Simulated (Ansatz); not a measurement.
# GeH4S + H2: a complex and its separated parts

Aim: how far the complex at one end of a reaction step lies below its separated, relaxed parts, level by level.

Computed with Ansatz 0.2.0, Gaussian basis. Level: PBE0-D4/def2-TZVP structures, single points in def2-TZVPP, no counterpoise correction.

Levels: SPW92, PBE-D4, BLYP-D4, r2SCAN-D4, B97M-V, PBE0-D4, B3LYP-D4, r2SCAN0-D4, BHLYP-D4, CAM-B3LYP-D4, wB97X-V, wB97M-V, B2PLYP, PBE-QIDH, RPA on PBE, Hartree-Fock, MP2, CCSD, CCSD(T).

Correlated methods freeze the cores. Filled d shells of the heavier atoms are correlated. B3LYP uses VWN-RPA correlation. B2PLYP carries no dispersion term here.

79 further runs of the same task are left out: 1 that didn't finish, 78 set aside as unsound or not needed.

## Step 1: Starting geometry

The complex: 8 atoms, charge 0, spin multiplicity 1.

Atoms are counted from 1 here; the program's logs count them from 0.

Bond lengths: Ge1–H3 1.536 Å, Ge1–H4 1.536 Å, Ge1–H5 1.532 Å, Ge1–S7 2.225 Å, H2–H6 0.748 Å, S7–H8 1.343 Å. Angles: H3–Ge1–H4 110.0°, H3–Ge1–H5 110.8°, H3–Ge1–S7 110.3°, H4–Ge1–H5 110.7°, H4–Ge1–S7 110.3°, H5–Ge1–S7 104.8°, Ge1–S7–H8 94.6°.

Geometry (Å):

```xyz
8
charge 0, multiplicity 1
Ge   -1.10140   -0.03905    0.24338
H     2.31485   -1.44701   -1.14482
H    -0.82242   -0.33665   -1.23731
H    -2.42788    0.72312    0.38461
H    -1.13208   -1.33462    1.06125
H     2.16574   -0.87860   -0.68229
S     0.56592    1.14632    1.11960
H     0.43737    2.16660    0.25568
```

Its parts: GeH4S holds atoms 1, 3, 4, 5, 7, 8; H2 holds atoms 2, 6. Each part counts its atoms afresh in its own runs.

## Step 2: Relaxing GeH4S alone

Contents of relax-a/in.yaml:

```yaml
crystal:
  periodic: [false, false, false]
  atoms:
    - {symbol: Ge, position_ang: [-1.101396, -0.039051, 0.243378]}
    - {symbol: H, position_ang: [-0.822420, -0.336654, -1.237307]}
    - {symbol: H, position_ang: [-2.427881, 0.723121, 0.384615]}
    - {symbol: H, position_ang: [-1.132084, -1.334620, 1.061249]}
    - {symbol: S, position_ang: [0.565923, 1.146316, 1.119600]}
    - {symbol: H, position_ang: [0.437372, 2.166597, 0.255679]}
basis:
  gaussian: {orbitals: def2-TZVP}
hamiltonian: {xc: pbe0, dispersion: d4}
relax: {f_tol: 0.005, max_steps: 200}
```

On the command line:

```bash
$ ansatz run in.yaml --threads 2 --pin off --events-out ev --progress --plain --max-ram 4352MiB
```

The runs that follow: Relaxing H2 alone; SPW92/def2-TZVPP; PBE-D4/def2-TZVPP; BLYP-D4/def2-TZVPP; r2SCAN-D4/def2-TZVPP; B97M-V/def2-TZVPP; PBE0-D4/def2-TZVPP; B3LYP-D4/def2-TZVPP; r2SCAN0-D4/def2-TZVPP; BHLYP-D4/def2-TZVPP; CAM-B3LYP-D4/def2-TZVPP; wB97X-V/def2-TZVPP; wB97M-V/def2-TZVPP; B2PLYP/def2-TZVPP; PBE-QIDH/def2-TZVPP; RPA on PBE/def2-TZVPP; CCSD(T)/def2-TZVPP; Vibrations of GeH4S; Vibrations of H2.

What does the calculation give? Wanted: complex less parts, CCSD(T)/def2-TZVPP; with zero-point energy; largest T1 diagnostic.

The runs gave:

| quantity | value |
| --- | --- |
| complex less parts, CCSD(T)/def2-TZVPP | -0.56 kcal/mol |
| with zero-point energy | +0.47 kcal/mol |
| largest T1 diagnostic | 0.011 |

**Reading.** At CCSD(T) the complex lies 0.56 kcal/mol below its parts. Among the functionals r2SCAN-D4 lands nearest to CCSD(T) (+0.05 kcal/mol) and SPW92 farthest (-1.09 kcal/mol). By rung, the mean size of the error is: LDA 1.09, GGA 0.29, meta-GGA 0.12, hybrid 0.19, range-separated hybrid 0.19, double hybrid 0.20 kcal/mol. PBE-D4 gives a relative energy 0.50 kcal/mol too low, an error of 89 % of the reference. No counterpoise was applied, and triple zeta lacks some correlation, so the CCSD(T) reference has a basis error of its own, and close matches with it are partly luck.
